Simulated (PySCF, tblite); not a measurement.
# CH7B2N: geometry, infrared bands, NMR shifts, spin-spin couplings, electronic excitations and core binding energies

Aim: predict the infrared bands, NMR shifts, spin-spin couplings, electronic excitations and core binding energies of CH7B2N (`BCBN`).

The runs use tblite 0.8.0 and PySCF 2.14.0, with density-fitted response routines of our own; the level of theory stands in each step. All values are computed, except where a source is named. Atoms are numbered from 0 throughout.

**1. Starting geometry**

11 atoms, charge 0, multiplicity 1; geometry from: force field or distance geometry start.

Bonds of the start (Å): B0–C1 1.58, C1–B2 1.57, B2–N3 1.49, B0–H4 1.19, B0–H5 1.19, C1–H6 1.10, C1–H7 1.10, B2–H8 1.19, N3–H9 1.05, N3–H10 1.04.

**2. Optimising the geometry with GFN2-xTB**

Job settings and geometry (Å):

```
{"job": {"kind": "relax", "xc": "GFN2-xTB", "basis": "xTB"}, "charge": 0, "multiplicity": 1}
B     -1.770800     0.170000    -0.455400
C     -0.609900    -0.531200     0.356200
B      0.726400    -0.035000    -0.310000
N      1.975000     0.387900     0.391300
H     -1.793900     1.347200    -0.615200
H     -2.757700    -0.439000    -0.700800
H     -0.707400    -0.264800     1.422800
H     -0.773200    -1.615200     0.274900
H      0.806500    -0.173500    -1.492800
H      2.742100    -0.223400     0.013300
H      2.168200     1.379600     0.129600
```

On the command line:

```sh
$ OMP_NUM_THREADS=1 python probes_run.py task.json out
```

This one command runs all jobs of the session in turn.

**Question.** This job is followed by: GFN2-xTB harmonic vibrations, gas phase; PBE0-D3(BJ)/def2-SVP geometry optimisation, gas phase; GIAO PBE0/pcSseg-1 NMR shielding, non-relativistic, gas phase; B3LYP/pcJ-1 indirect spin-spin coupling, non-relativistic, gas phase; TDDFT CAM-B3LYP/def2-SVPD, vertical, gas phase, core orbitals frozen in the response; GIAO WP04/pcSseg-2 NMR shielding, non-relativistic, gas phase; delta-SCF UKS SCAN, pcX-2 on the ionised atom, pcseg-1 elsewhere, spin-free X2C. What will the session give for the following? strongest single infrared mode (GFN2-xTB); zero-point energy (GFN2-xTB); point group; rotational constants (main isotopes); 13C shifts against TMS (PBE0/pcSseg-1); 1H shifts against TMS (PBE0/pcSseg-1, means over atoms taken as alike); 11B shifts against BF3·OEt2 (PBE0/pcSseg-1); 15N shifts against NH3 (PBE0/pcSseg-1); surface potential, 1st and 99th percentile; largest coupling of the table (B3LYP/pcJ-1); lowest singlet (CAM-B3LYP/def2-SVPD); brightest single state of those computed; lowest triplet; vertical ionisation energy (ΔSCF); vertical electron affinity (ΔSCF); C1s binding energies, SCAN/pcX-2; B1s binding energies, SCAN/pcX-2 (standing for 1 of 2 atoms); N1s binding energies, SCAN/pcX-2; range of the shift of N3.

As calculated:

| quantity | value |
| --- | --- |
| strongest single infrared mode (GFN2-xTB) | 1091 cm⁻¹, 240 km/mol |
| zero-point energy (GFN2-xTB) | 53.9 kcal/mol |
| point group | C1 |
| rotational constants (main isotopes) | 16.81, 4.66, 4.39 GHz |
| 13C shifts against TMS (PBE0/pcSseg-1) | 45.4 ppm |
| 1H shifts against TMS (PBE0/pcSseg-1, means over atoms taken as alike) | 7.47, 4.96, 4.20, 2.71 ppm |
| 11B shifts against BF3·OEt2 (PBE0/pcSseg-1) | 82.5, 39.0 ppm |
| 15N shifts against NH3 (PBE0/pcSseg-1) | 126.3 ppm |
| surface potential, 1st and 99th percentile | -0.55 V and 1.83 V |
| largest coupling of the table (B3LYP/pcJ-1) | 1J(B,H) B2–H8, 141.5 Hz |
| lowest singlet (CAM-B3LYP/def2-SVPD) | 5.76 eV (215 nm), f = 0.007 |
| brightest single state of those computed | state 4, 7.36 eV, f = 0.076 |
| lowest triplet | 5.11 eV |
| vertical ionisation energy (ΔSCF) | 10.71 eV |
| vertical electron affinity (ΔSCF) | -0.57 eV (unbound: the value hangs on the basis) |
| C1s binding energies, SCAN/pcX-2 | C1 289.66 eV |
| B1s binding energies, SCAN/pcX-2 (standing for 1 of 2 atoms) | B2 195.77 eV |
| N1s binding energies, SCAN/pcX-2 | N3 405.42 eV |
| range of the shift of N3 | 106.3 to 126.3 ppm |

**Reading.** The optimisation took 99 steps and gained 1.355 eV; among the close pairs (by a distance rule), B2–N3 changed most, from 1.493 to 1.381 Å (GFN2-xTB). All 27 modes are real, so the xTB geometry is a minimum. The strongest single mode, at 1091 cm⁻¹, is spread over many atoms; the largest shares are those of H8, H7. Unscaled tight-binding wavenumbers are off by several per cent, some by more. Its intensities can rank the bands wrongly. The optimisation took 6 steps and gained 0.089 eV; among the close pairs (by a distance rule), B0–H5 changed most, from 1.172 to 1.212 Å (PBE0/def2-SVP). At PBE0/pcSseg-1: Shielding is most anisotropic at B0 (span 192 ppm, paramagnetic term -175 ppm). By nearest atom (PBE0/pcSseg-1), the HOMO sits on N3 36 %; C1 17 % and the LUMO on B0 42 %; B2 13 %. In the run at B3LYP/pcJ-1, the largest coupling of the table is B2–H8, 141.5 Hz, of which the Fermi-contact term gives 141.5 Hz. Couplings across rotatable bonds belong to this one conformer; where others are populated, the observed values are averages. ΔSCF puts the ionisation energy at 10.71 eV, 0.89 eV above −ε(HOMO). Across the 2 runs the shift of N3 moves most, between 106.3 (WP04/pcSseg-2) and 126.3 ppm (PBE0/pcSseg-1). Most of that comes from the computed reference, not from the atom's own shielding.
